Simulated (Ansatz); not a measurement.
# CsGdS2: a single-point run

Wanted: a converged single-point run for CsGdS2, and a check of what comes out. The structure is shown as the input types it.

Method: DFT, LDA, all-electron LAPW, scalar-relativistic, in Ansatz 0.2.0.

## 1. The system as given

It takes space group R-3m (No. 166, trigonal). The conventional cell has a = 4.117 Å, b = 4.117 Å, c = 24.041 Å, α = 90.00°, β = 90.00°, γ = 120.00°. Around Cs (site symmetry -3m) lie 6 S at 3.38 Å. Around Gd (site symmetry -3m) lie 6 S at 2.87 Å. Around S (site symmetry 3m) lie 3 Gd at 2.87 Å and 3 Cs at 3.38 Å.

As a file:

```cif
data_structure
_symmetry_space_group_name_H-M 'R-3m:H'
_symmetry_Int_Tables_number 166
_cell_length_a 4.1172
_cell_length_b 4.1172
_cell_length_c 24.0408
_cell_angle_alpha 90.000
_cell_angle_beta 90.000
_cell_angle_gamma 120.000
_cell_volume 352.93
loop_
_atom_site_label
_atom_site_type_symbol
_atom_site_symmetry_multiplicity
_atom_site_Wyckoff_symbol
_atom_site_fract_x
_atom_site_fract_y
_atom_site_fract_z
_atom_site_occupancy
Cs1 Cs 3 a 0.00000 0.00000 0.00000 1
Gd1 Gd 3 b 0.66667 0.33333 0.83333 1
S1 S 6 c 0.33333 0.66667 0.90027 1
```

## 2. Input and run

Input file input.yaml:

```yaml
crystal:
  lattice:
    - [2.05862, 1.1885448112, 8.0136]
    - [-2.05862, 1.1885448112, 8.0136]
    - [0.0, -2.3770896223, 8.0136]
  atoms:
    - { symbol: Cs, position: [0.0, 0.0, 0.0] }
    - { symbol: Gd, position: [0.5, 0.5, 0.5], spin: 7.0 }
    - { symbol: S, position: [0.2336, 0.2336, 0.2336] }
    - { symbol: S, position: [0.7664, 0.7664, 0.7664] }
magnetization:
  spin_polarized: true
kpoints:
  mp_grid: { grid: [1, 1, 1] }
scf:
  occupations: { method: fermi_dirac, width: 0.05 }
  max_iter: 75
hamiltonian:
  xc: lda
  pseudopotentials: { kind: all_electron, lapw: { basis_error: 0.001 } }
output:
  forces: true
  stress: true
  eigenvalues: true
  populations: true
```

Started as:

```console
$ ansatz run input.yaml --threads 2 --pin off --max-ram 6144MiB --backend cpu --events-out ev --progress --plain --runs-dir out
```

The program printed:

```text
Cs: projections on atomic orbitals take those of the free atom 1s2 2s2 2p6 3s2 3p6 3d10 4s2 4p6 4d10 5s2 5p6 6s1, of charge +0.00 (hamiltonian.pseudopotentials.projection_atoms)
Gd: projections on atomic orbitals take those of the free atom 1s2 2s2 2p6 3s2 3p6 3d10 4s2 4p6 4d10 4f7 5s2 5p6 5d1 6s2, of charge +0.00 (hamiltonian.pseudopotentials.projection_atoms)
S: projections on atomic orbitals take those of the free atom 1s2 2s2 2p6 3s2 3p4, of charge +0.00 (hamiltonian.pseudopotentials.projection_atoms)
LAPW: plane waves up to 7.172 Å⁻¹, error target 1.0e-3 eV per atom; small_component_spin mean_spin; S in spheres of 1.239 Å, 14 of its electrons in bands, Dirac shells []; Cs in spheres of 1.631 Å, 27 of its electrons in bands, Dirac shells []; Gd in spheres of 1.631 Å, 34 of its electrons in bands, Dirac shells []
Engine: ansatz 0.2.0
Pseudopotentials: kind: all_electron
Pseudopotential: Cs, LAPW, valence charge 27, Koelling and Harmon's equation, gaussian nucleus
Pseudopotential: Gd, LAPW, valence charge 34, Koelling and Harmon's equation, gaussian nucleus
Pseudopotential: S, LAPW, valence charge 14, Koelling and Harmon's equation, gaussian nucleus
Functional definition: SPW92
  exchange = slater_x
  correlation = pw_c
Crystal: 4 atoms, lattice volume = 117.644 Å³
Basis set: ecut = 195.98874282959497 eV, 745 PW (Γ), FFT grids on a1−a3, a2−a3, a3, exchange–correlation at level 2
Bands: 58, of which v1, the nominal top of the filled ones, is band 45 counted from 1 (44 counted from 0)
Symmetry: 12 space group operations
Space group: R-3m (ITA 166), of the structure as read, at distance tolerance 4.9e-5 Å
Magnetic group: BNS 166.97 (UNI 1327), of the structure as read, at distance tolerance 4.9e-5 Å
k-points: 1
Non-local potential: Cs, projectors of the file, none
Non-local potential: Gd, projectors of the file, none
Non-local potential: S, projectors of the file, none
Initial density: superposition of atomic densities (chi_scale 0.1, normalization cell, long waves kept (reshape's long-wave potential 0.22 eV rms))
Starting moments: Σ|m| = 7 μB on 1 of 4 sites
Initial wavefunctions: plane waves of lowest kinetic energy (no species holds an atomic orbital)
Functional: x = slater, c = lda
iter 1 solved again at ethr=5.95e-3 eV; its pass at ethr=1.00e-1 eV (dr2=5.30e0 eV) is discarded
SCF iter   1: F=—  HF=-539871.007686 eV  |F-HF|=—  |Δ(HF+E_count)|=         —  Δρ=2.27e-2 (↑2.27e-2 ↓2.26e-2)  dr2=5.30e0  dr2_m=7.19e-5  M=7.000 μB ∫|m|=7.012 μB  β_m=0.30  ethr=5.95e-3  ⟨swp⟩=2.0  Hψ=725  notcnv=0
Mixer restart at iter 1: flushing history
preconditioner: auto → Resta (q_TF=auto, 2.604 Å⁻¹)  ε∞=4.0  [insulator: Δε(μ)=3.757 eV  Ē_g=11.975 eV  σ=0.050 eV  W_gap=1.00  n_scr=36 (ndim 8)  ℏωp=20.8 eV  f_vac=0.045  D(μ)=0.00/eV (n_scr^D=0)  ε∞_Penn≈4.0]
spin=Collinear: Resta preconditioning applied to the charge; magnetization (m = ρ↑ − ρ↓) channel mixes plain (no charge-response kernel on spin).
SCF iter   2: F=—  HF=-539869.670236 eV  |F-HF|=—  |Δ(HF+E_count)|=    1.34e0  Δρ=1.54e-2 (↑1.54e-2 ↓1.51e-2)  dr2=2.54e0  dr2_m=1.14e-4  M=7.000 μB ∫|m|=7.007 μB  β_m=0.47  ethr=5.95e-3  ⟨swp⟩=2.0  Hψ=349  notcnv=0
SCF iter   3: F=—  HF=-539869.177646 eV  |F-HF|=—  |Δ(HF+E_count)|=   4.93e-1  Δρ=6.40e-3 (↑6.40e-3 ↓5.74e-3)  dr2=3.97e-1  dr2_m=7.69e-4  M=7.000 μB ∫|m|=7.006 μB  β_m=0.74  ethr=2.86e-3  ⟨swp⟩=2.0  Hψ=341  notcnv=0
iter 4 solved again at ethr=1.24e-5 eV; its pass at ethr=4.46e-4 eV (dr2=1.10e-2 eV) is discarded
SCF iter   4: F=—  HF=-539869.303440 eV  |F-HF|=—  |Δ(HF+E_count)|=         —  Δρ=1.49e-3 (↑1.28e-3 ↓1.49e-3)  dr2=1.10e-2  dr2_m=4.81e-4  M=7.000 μB ∫|m|=7.006 μB  β_m=0.87  ethr=1.24e-5  ⟨swp⟩=2.0  Hψ=605  notcnv=0
the basis was enlarged: its passes take 1.3 MiB over the memory plan, 2 of 2 planned eigensolver slots
SCF iter   5: F=—  HF=-539869.331841 eV  |F-HF|=—  |Δ(HF+E_count)|=   2.84e-2  Δρ=3.83e-4 (↑3.80e-4 ↓3.83e-4)  dr2=9.54e-4  dr2_m=3.33e-5  M=7.000 μB ∫|m|=7.007 μB  β_m=0.86  ethr=1.24e-5  ⟨swp⟩=3.0  Hψ=361  notcnv=0
SCF iter   6: F=—  HF=-539869.332711 eV  |F-HF|=—  |Δ(HF+E_count)|=   8.71e-4  Δρ=3.58e-4 (↑1.28e-4 ↓3.58e-4)  dr2=9.78e-4  dr2_m=1.85e-5  M=7.000 μB ∫|m|=7.007 μB  β_m=0.86  ethr=1.07e-6  ⟨swp⟩=3.0  Hψ=368  notcnv=0
SCF iter   7: F=—  HF=-539869.332038 eV  |F-HF|=—  |Δ(HF+E_count)|=   6.74e-4  Δρ=9.39e-5 (↑8.21e-5 ↓9.39e-5)  dr2=3.86e-5  dr2_m=1.94e-6  M=7.000 μB ∫|m|=7.007 μB  β_m=0.87  ethr=1.07e-6  ⟨swp⟩=2.0  Hψ=349  notcnv=0
SCF iter   8: F=—  HF=-539869.332069 eV  |F-HF|=—  |Δ(HF+E_count)|=         —  Δρ=3.09e-5 (↑2.94e-5 ↓3.09e-5)  dr2=7.00e-6  dr2_m=1.46e-7  M=7.000 μB ∫|m|=7.007 μB  β_m=0.87  ethr=4.34e-8  ⟨swp⟩=3.0  Hψ=356  notcnv=0
Mixer restart at iter 8: flushing history
SCF iter   9: F=—  HF=-539869.332068 eV  |F-HF|=—  |Δ(HF+E_count)|=   4.98e-7  Δρ=1.70e-5 (↑1.15e-5 ↓1.70e-5)  dr2=1.88e-6  dr2_m=3.51e-8  M=7.000 μB ∫|m|=7.007 μB  β_m=0.80  ethr=7.87e-9  ⟨swp⟩=3.0  Hψ=360  notcnv=0
SCF iter  10: F=—  HF=-539869.332067 eV  |F-HF|=—  |Δ(HF+E_count)|=   1.61e-6  Δρ=1.13e-5 (↑7.25e-6 ↓1.13e-5)  dr2=8.39e-7  dr2_m=2.00e-8  M=7.000 μB ∫|m|=7.007 μB  β_m=0.90  ethr=2.11e-9  ⟨swp⟩=2.0  Hψ=349  notcnv=0
SCF iter  11: F=—  HF=-539869.332068 eV  |F-HF|=—  |Δ(HF+E_count)|=   1.01e-6  Δρ=4.83e-6 (↑4.83e-6 ↓3.75e-6)  dr2=3.26e-7  dr2_m=4.64e-10  M=7.000 μB ∫|m|=7.007 μB  β_m=0.66  ethr=9.42e-10  ⟨swp⟩=2.0  Hψ=349  notcnv=0
SCF iter  12: F=—  HF=-539869.332067 eV  |F-HF|=—  |Δ(HF+E_count)|=   4.87e-7  Δρ=1.17e-6 (↑9.00e-7 ↓1.17e-6)  dr2=7.67e-9  dr2_m=5.49e-11  M=7.000 μB ∫|m|=7.007 μB  β_m=0.60  ethr=3.66e-10  ⟨swp⟩=2.5  Hψ=350  notcnv=0
SCF iter  13: F=-539869.332067 eV  HF=-539869.332067 eV  |F-HF|=1.16e-10  |Δ(HF+E_count)|=   5.01e-9  Δρ=4.48e-7 (↑4.48e-7 ↓4.39e-7)  dr2=1.11e-9  dr2_m=1.27e-12  M=7.000 μB ∫|m|=7.007 μB  ethr=1.05e-11 (applied; sched 8.61e-12)  ⟨swp⟩=3.0  Hψ=359  notcnv=0
SCF 1 converged in 13 iterations: F = -539869.332067 eV  dr2 = 1.11e-9
SCF converged after 13 iterations
Magnetization: 7.0000 μB (48.0000 up, 41.0000 down)
Absolute magnetization: 7.0067 μB (∫|ρ↑−ρ↓|)
Spin contamination: 0.0080 ħ² per cell (⟨S²⟩ above its minimum at these occupations)
Per-site moments (μB) at R_I (Å): [(0.0017634789252802818, 1.631152229254332), (6.78121885709437, 1.631152229254332), (0.08206053595147988, 1.239362884095844), (0.08206053595147988, 1.239362884095844)]
Free energy (F): -539869.332067 eV
Harris-Foulkes:  -539869.332067 eV  (|F-HF|=1.16e-10)
Internal energy: -539869.332067 eV  (E = F + TS)
E sigma→0 (E₀):  -539869.332067 eV
Entropy (-TS):   -0.000000 eV (-0.000 meV/atom)
Fermi energy:    9.977784 eV
--- Per-component energies (eV) ---
  E_band       = -7154.707553
  E_kinetic    = 579838.164367
  E_xc         = -13007.355643
  E_electrostatic = -1106700.140791  (all electrons and nuclei)
  E_smearing   = -0.000000  (= −TS)
  E_closure    = 0.000000  (closes the sum)
  E_atoms      = -539843.663891  (free atoms, spherical and without spin; not in F)
  Σ components = -539869.332067   (vs F -539869.332067, Δ=0.00e0)
  Basis errors (estimates in eV, not in F): energy 3.1e-4 per atom: plane waves 2.7e-4 (1.6e-4 summed), levels above the bands 3.9e-62, relativity 5.4e-8, radial functions 4.2e-5, core shells 6.7e-8; eigenvalues (radial functions only) 7.9e-6; not estimated: angular momenta, meshes, grids; target (lapw.basis_error) 1.0e-3; muffin-tin radii S 1.239 Å, Cs 1.631 Å, Gd 1.631 Å
--- Forces (eV/Å), atoms counted from 1 ---
  atom   1  Cs     0.00000000     0.00000000    -0.00000000
  atom   2  Gd     0.00000000     0.00000000     0.00000000
  atom   3  S      0.00000000    -0.00000000    -2.82341243
  atom   4  S     -0.00000000     0.00000000     2.82341243
  max |Σ_I F_I| component: 8.88e-16 eV/Å
--- Stress (GPa, compression-positive) ---
       20.297431       0.000000       0.000000
        0.000000      20.297431      -0.000000
        0.000000      -0.000000     -13.985691
  P = ⅓ Tr σ = 8.8697 GPa (88.697 kbar)
--- Band table (eV) ---
  k-point 0 ↑: bands = ["-260.2274", "-260.2111", "-260.2111", "-204.1434", "-192.9486", "-192.9486", "-144.9460", "-144.9270", "-144.9270", "-138.6865", "-138.6865", "-138.5982", "-138.5982", "-138.5982", "-138.5982", "-132.2685", "-132.2534", "-132.2534", "-132.1342", "-132.1342", "-58.8237", "-58.8162", "-58.8162", "-58.8090", "-58.8090", "-34.6255", "-12.3579", "-12.0345", "-11.9599", "-11.9599", "-2.0095", "-1.8032", "1.5141", "1.6490", "1.6490", "6.0874", "6.1189", "6.1189", "6.1302", "6.1302", "6.1695", "6.1733", "6.2292", "7.5531", "7.5531", "8.9397", "9.0532", "9.0532", "11.4010", "12.0161", "12.0794", "12.0794", "13.5274", "13.5274", "14.0026", "14.1148", "15.1318", "15.1318"]
  k-point 0 ↓: bands = ["-254.5387", "-254.5215", "-254.5215", "-204.1433", "-192.9289", "-192.9289", "-144.9456", "-144.9269", "-144.9269", "-138.6620", "-138.6620", "-138.5737", "-138.5737", "-138.5737", "-138.5737", "-126.6555", "-126.6545", "-126.6545", "-126.6071", "-126.6071", "-58.8232", "-58.8159", "-58.8159", "-58.8089", "-58.8089", "-31.7806", "-12.0328", "-10.3314", "-9.8510", "-9.8510", "-1.8966", "-1.6645", "1.5432", "1.6505", "1.6505", "6.3253", "7.7327", "7.7327", "8.7054", "8.8073", "8.8073", "10.8755", "10.9828", "10.9828", "11.1526", "11.2837", "11.2856", "11.2856", "11.5512", "12.3326", "12.6367", "12.6367", "13.8740", "13.8740", "14.2723", "14.3374", "15.3187", "15.3187"]
--- Löwdin populations: 4 sites ---
  site symbol       q [e]    m [muB]
     0     Cs     54.5521    -0.0044
     1     Gd     63.3086     6.7932
     2      S     16.5104     0.1068
     3      S     16.5104     0.1068
  spilling = 0.000784 (of n_electrons = 151.000000)
```

It took 4.2 s on 2 threads of Arm Neoverse V2, shared host; peak memory 0.36 GiB.

## 3. A second look at the input

The program finished normally, with warnings (stability check not made). It gives a largest force of 2.8 eV/Å, which is large; a structure far from rest gives such values too, whatever the setting.

Look at the input: kpoints.mp_grid.grid is [1, 1, 1]. Band dispersion is ignored when only one k-point is used.

The test: set kpoints.mp_grid.grid to [10, 10, 10].

## 4. Second run, to compare

Besides the cure, the input differs in scf.max_iter, output requests.

input.yaml: that of step 2 with these lines changed.

```diff
@@ -13,6 +13,5 @@
 kpoints:
-  mp_grid: { grid: [1, 1, 1] }
+  mp_grid: { grid: [10, 10, 10] }
 scf:
   occupations: { method: fermi_dirac, width: 0.05 }
-  max_iter: 75
 hamiltonian:
@@ -24,2 +23,3 @@
   eigenvalues: true
+  hubbard: { sites: [{ species: Gd, l: f }] }
   populations: true
```

Started as:

```console
$ ansatz run input.yaml --threads 2 --pin off --max-ram 6144MiB --backend cpu --events-out ev --progress --plain --runs-dir out
```

From the output:

```text
[...]
Basis set: ecut = 195.98874282959497 eV, 745 PW (Γ), FFT grids on a1−a3, a2−a3, a3, exchange–correlation at level 2
[...]
Magnetic group: BNS 166.97 (UNI 1327), of the structure as read, at distance tolerance 4.9e-5 Å
k-points: 116 of 1000
[...]
SCF iter   1: F=—  HF=-539876.667924 eV  |F-HF|=—  |Δ(HF+E_count)|=         —  Δρ=1.73e-2 (↑1.62e-2 ↓1.73e-2)  dr2=3.04e0  dr2_m=5.61e-4  M=7.000 μB ∫|m|=7.104 μB  β_m=0.30  ethr=3.42e-3  ⟨swp⟩=2.0  Hψ=84699  notcnv=0
[...]
preconditioner: auto → Resta (q_TF=auto, 2.604 Å⁻¹)  ε∞=3.7  [insulator: Δε(μ)=2.622 eV  Ē_g=12.647 eV  σ=0.050 eV  W_gap=1.00  n_scr=36 (ndim 8)  ℏωp=20.8 eV  f_vac=0.045  D(μ)=0.00/eV (n_scr^D=0)  ε∞_Penn≈3.7]
[...]
SCF iter   2: F=—  HF=-539875.955945 eV  |F-HF|=—  |Δ(HF+E_count)|=   7.12e-1  Δρ=1.07e-2 (↑9.90e-3 ↓1.07e-2)  dr2=1.19e0  dr2_m=3.27e-4  M=7.000 μB ∫|m|=7.111 μB  β_m=0.44  ethr=3.42e-3  ⟨swp⟩=2.0  Hψ=42194  notcnv=0
[...]
SCF iter  10: F=—  HF=-539875.795158 eV  |F-HF|=—  |Δ(HF+E_count)|=   1.41e-7  Δρ=1.57e-6 (↑1.57e-6 ↓1.48e-6)  dr2=1.76e-8  dr2_m=4.85e-11  M=7.000 μB ∫|m|=7.037 μB  β_m=0.85  ethr=2.61e-10  ⟨swp⟩=2.7  Hψ=40653  notcnv=0
SCF iter  11: F=-539875.795158 eV  HF=-539875.795158 eV  |F-HF|=4.54e-9  |Δ(HF+E_count)|=   3.96e-9  Δρ=6.74e-7 (↑4.55e-7 ↓6.74e-7)  dr2=2.06e-9  dr2_m=4.32e-11  M=7.000 μB ∫|m|=7.037 μB  ethr=1.98e-11  ⟨swp⟩=2.9  Hψ=40844  notcnv=0
[...]
SCF converged after 11 iterations
Magnetization: 7.0000 μB (48.0000 up, 41.0000 down)
[...]
Free energy (F): -539875.795158 eV
[...]
E sigma→0 (E₀):  -539875.795157 eV
[...]
Fermi energy:    9.063630 eV
[...]
  P = ⅓ Tr σ = -4.3188 GPa (-43.188 kbar)
[...]
```

Run time: 2 min. Hardware: 2 threads of Arm Neoverse V2, shared host; peak memory 1.6 GiB.

| run | ending | energy change | pressure (GPa) | abs. moment (μB) | force (eV/Å) | cycles | time |
| --- | --- | --- | --- | --- | --- | --- | --- |
| first try | converged | +1.62 eV/atom | 8.9 | 7.01 | 2.82 | 13 | 4.2 s |
| second try | converged | 0 | -4.3 | 7.04 | 1.17 | 11 | 2 min |

## 5. What came out

```
          quantity                     value
         first try  converged, 13 SCF cycles
fault in the input               one k-point
        second try  converged, 11 SCF cycles
      total energy           -539875.7952 eV
          pressure                 -4.32 GPa
   absolute moment                   7.04 μB
     largest force                1.170 eV/Å
```

In words: Both runs converge, but the first lies +1.62 eV/atom from the second; in the second, the pressure goes from 8.9 to -4.3 GPa, the largest force goes from 2.82 to 1.17 eV/Å. The second, on usual settings, is the one to trust of the two, though its own convergence isn't tested here. The largest force in the second run is 1.170 eV/Å, so the atoms are not at their relaxed places.
